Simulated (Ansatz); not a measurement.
# P (hcp type): how the settings move a single-point run

Aim: see which settings change the result for P (hcp type), by how much, and at what cost.

Program: Ansatz 0.2.0. Level of theory: reference: DFT, PBEsol, PAW with Ansatz's default frozen-core files, scalar-relativistic. These are calculated values, not measurements.

1 further run of the same task is left out (it didn't finish). Runs told in other sessions of the task aren't counted.

**1. Starting point**

Symmetry: P6_3/mmc, No. 194, hexagonal system. Conventional cell: a = 3.246 Å, b = 3.246 Å, c = 3.195 Å, α = 90.00°, β = 90.00°, γ = 120.00°. Around P (site symmetry -6m2) lie 6 P at 2.46 Å.

As a file:

```xyz
2
Lattice="3.2459 0.0000 0.0000 -1.6230 2.8111 0.0000 0.0000 0.0000 3.1945" Properties=species:S:1:pos:R:3 pbc="T T T"
P     0.0000    1.8740    0.7986
P     1.6230    0.9370    2.3959
```

**2. The reference run**

File input.yaml:

```yaml
crystal:
  lattice:
    - [3.2459426066, 0.0, 0.0]
    - [-1.6229713033, 2.8110687566, 0.0]
    - [0.0, 0.0, 3.1945237724]
  atoms:
    - { symbol: P, position: [0.3333333333, 0.6666666667, 0.25] }
    - { symbol: P, position: [0.6666666667, 0.3333333333, 0.75] }
kpoints:
  mp_grid: { grid: [16, 16, 9] }
  band_path:
    path:
      - [0.0, 0.0, 0.0]
      - [0.5, 0.0, 0.0]
      - [0.3333333333, 0.3333333333, 0.0]
      - [0.0, 0.0, 0.0]
      - [0.0, 0.0, 0.5]
      - [0.5, 0.0, 0.5]
      - [0.3333333333, 0.3333333333, 0.5]
      - [0.0, 0.0, 0.5]
      - [0.5, 0.0, 0.5]
    npoints: 8
scf:
  occupations: { method: fermi_dirac, width: 0.08 }
hamiltonian:
  xc: pbesol
  pseudopotentials: { kind: paw }
output:
  forces: true
  stress: true
  eigenvalues: true
  populations: true
  dos: { projected: true, de: 0.2, e_range: [-14, 8] }
```

Command:

```sh
ansatz run input.yaml --threads 1 --pin off --max-ram 2048MiB --backend cpu --events-out ev --progress --plain --runs-dir out
```

**3. Changed: preconditioner kerker_dos**

input.yaml: that of step 2 with these lines changed.

```diff
@@ -24,2 +24,3 @@
   occupations: { method: fermi_dirac, width: 0.08 }
+  mixing: { preconditioner: kerker_dos }
 hamiltonian:
@@ -32,2 +33 @@
   populations: true
-  dos: { projected: true, de: 0.2, e_range: [-14, 8] }
```

Q: Predict the outcome of this session. Wanted: for each run, ending; energy change; pressure; gap; force.

As calculated:

```
                         run     ending  energy change  pressure (GPa)  gap (eV)  force (eV/Å)  cycles   time
                   reference  converged              0             0.0      0.00          0.00       6  3.7 s
1: preconditioner kerker_dos  converged   0.0 meV/atom             0.0      0.00          0.00       6  3.6 s
```

Times don't compare one to one where runs were asked for different outputs or read a saved state (see the inputs); cycles may leave out searches for a lower state.

Residual by cycle in the longest SCF loop of each run; runs are numbered as in the table. The quantity is the density residual dr2, in eV.

```
cycle  reference    run 1
    1     0.0019   0.0019
    2     6.6e-4   6.5e-4
    3     5.1e-6   7.5e-6
    4     1.4e-7   6.1e-7
    5     1.8e-8   2.6e-8
    6    2.5e-10  3.7e-10
```

What this shows: Energy and cycle count are those of the reference, so the change (mixing) left the result and the number of cycles as they were. Semilocal functionals close small gaps, so the missing gap need not be the real solid's.
